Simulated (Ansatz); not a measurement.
# Lu2AlN3: the cost of one run

Program: Ansatz 0.2.0. Level of theory: DFT PBE, scalar-relativistic, plane waves, PAW. These are calculated values, not measurements.

**1. The starting structure**

The structure is hexagonal, space group P-6m2 (No. 187). Conventional cell: a = 4.370 Å, b = 4.370 Å, c = 6.780 Å, α = 90.00°, β = 90.00°, γ = 120.00°. Around Lu (site symmetry 3m) lie 1 N at 1.42 Å. Al (site symmetry -6m2) is surrounded by 6 N at 2.68 Å. Around N (site symmetry 3m) lie 1 Lu at 1.42 Å. N (site symmetry -6m2) has 6 Lu at 2.74 Å as nearest neighbours.

Structure file:

```
CELL_PARAMETERS angstrom
4.36991 0.00000 0.00000
-2.18496 3.78446 0.00000
0.00000 0.00000 6.78027
ATOMIC_POSITIONS crystal
Lu 0.00000 0.00000 0.34057
Lu 0.00000 0.00000 0.65943
Al 0.33333 0.66667 0.00000
N 0.00000 0.00000 0.86860
N 0.00000 0.00000 0.13140
N 0.66667 0.33333 0.50000
```

Recipe of the guess: random cell by space group and Wyckoff sites (P-6m2, No. 187). The dimensions are guesses.

**2. A first look at the guess**

Contents of input.yaml:

```yaml
crystal:
  lattice:
    - [4.36991379, 0.0, 0.0]
    - [-2.1849569, 3.78445636, 0.0]
    - [0.0, 0.0, 6.78026903]
  atoms:
    - { symbol: Lu, position: [0.0, 0.0, 0.34057188] }
    - { symbol: Lu, position: [0.0, 0.0, 0.65942812] }
    - { symbol: Al, position: [0.33333333, 0.66666667, 0.0] }
    - { symbol: "N", position: [0.0, 0.0, 0.86860202] }
    - { symbol: "N", position: [0.0, 0.0, 0.13139798] }
    - { symbol: "N", position: [0.66666667, 0.33333333, 0.5] }
basis:
  ecutwfc: 420
kpoints:
  mp_grid: { grid: [6, 6, 4] }
hamiltonian:
  xc: pbe
scf:
  occupations: { method: gaussian, width: 0.1 }
  lower_state_search: "off"
output:
  forces: true
  stress: true
  eigenvalues: true
```

Run with:

```bash
$ ansatz run input.yaml --threads 1 --pin off --max-ram 2560MiB --backend cpu --events-out ev --progress --plain --runs-dir out
```

Q: Estimate wall time and peak memory on 1 thread of Arm Neoverse V1, shared host.

About 20 s, with a peak of 0.36 GiB.
